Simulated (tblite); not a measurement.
# C30H22BN: the cost of one run

Programs: tblite 0.8.0 and PySCF 2.14.0, with routines of our own; each step states its level. All values are computed. Atoms count from 0.

## 1. The starting structure

54 atoms, charge 0, multiplicity 1; geometry from: force field, distance geometry or constructed start.

## 2. Relaxing the molecule with GFN2-xTB

The job: settings as JSON, then the geometry in Å.

```
{"job": {"kind": "relax", "xc": "GFN2-xTB", "basis": "xTB"}, "charge": 0, "multiplicity": 1}
C     -4.971100    -3.810500    -0.690000
C     -3.909900    -3.694900     0.196900
C     -3.243900    -2.476100     0.362200
C     -3.658100    -1.342700    -0.381800
N     -2.979700    -0.082900    -0.212100
C     -3.743700     1.143500    -0.151500
C     -4.929700     1.206800     0.596600
C     -5.661400     2.395300     0.665000
C     -5.218100     3.526700    -0.018000
C     -4.043600     3.478500    -0.762400
C     -3.304700     2.292700    -0.832900
C     -1.540200    -0.044300    -0.122100
C     -0.750100    -0.838200    -0.961700
C      0.649400    -0.801800    -0.878300
C      1.271500     0.040000     0.060300
B      2.843000     0.078600     0.168300
C      3.773100     1.299800     0.473200
C      3.464500     2.640400     0.681600
C      4.517300     3.545500     0.916000
C      5.854900     3.095300     0.919800
C      6.144600     1.745900     0.684000
C      5.088200     0.858900     0.456300
C      5.151000    -0.571800     0.168200
C      6.268200    -1.405500     0.075500
C      6.085200    -2.764100    -0.188000
C      4.781700    -3.289200    -0.353000
C      3.667500    -2.445800    -0.266100
C      3.869700    -1.087600    -0.020700
C      0.487600     0.832600     0.902300
C     -0.905900     0.793800     0.818000
C     -4.731400    -1.469800    -1.272600
C     -5.391600    -2.694800    -1.424900
H     -5.484900    -4.756600    -0.810700
H     -3.586100    -4.560900     0.779300
H     -2.427400    -2.399100     1.060500
H     -5.280600     0.338300     1.138800
H     -6.578700     2.432700     1.239100
H     -5.790100     4.449800     0.030300
H     -3.697700     4.355600    -1.293000
H     -2.400400     2.271800    -1.420100
H     -1.210700    -1.480900    -1.703000
H      1.236900    -1.410400    -1.555000
H      2.449000     2.998400     0.653000
H      4.305200     4.590300     1.080600
H      6.652300     3.799000     1.095300
H      7.171500     1.402300     0.668700
H      7.271200    -1.004000     0.217700
H      6.941500    -3.421300    -0.255000
H      4.655200    -4.344600    -0.546800
H      2.673200    -2.856300    -0.367700
H      0.943000     1.457100     1.658000
H     -1.490200     1.405500     1.486100
H     -5.060900    -0.620300    -1.857000
H     -6.220200    -2.785400    -2.120700
```

Run with:

```sh
> OMP_NUM_THREADS=2 python large_run.py task.json out
```

The driver reads the jobs from task.json and runs them one after another.

Q: Estimate the wall time and peak memory of this first job on 2 threads of Intel Xeon Platinum 8259CL at 2.50GHz, shared host.

About 9.2 s, with a peak of 0.19 GiB.
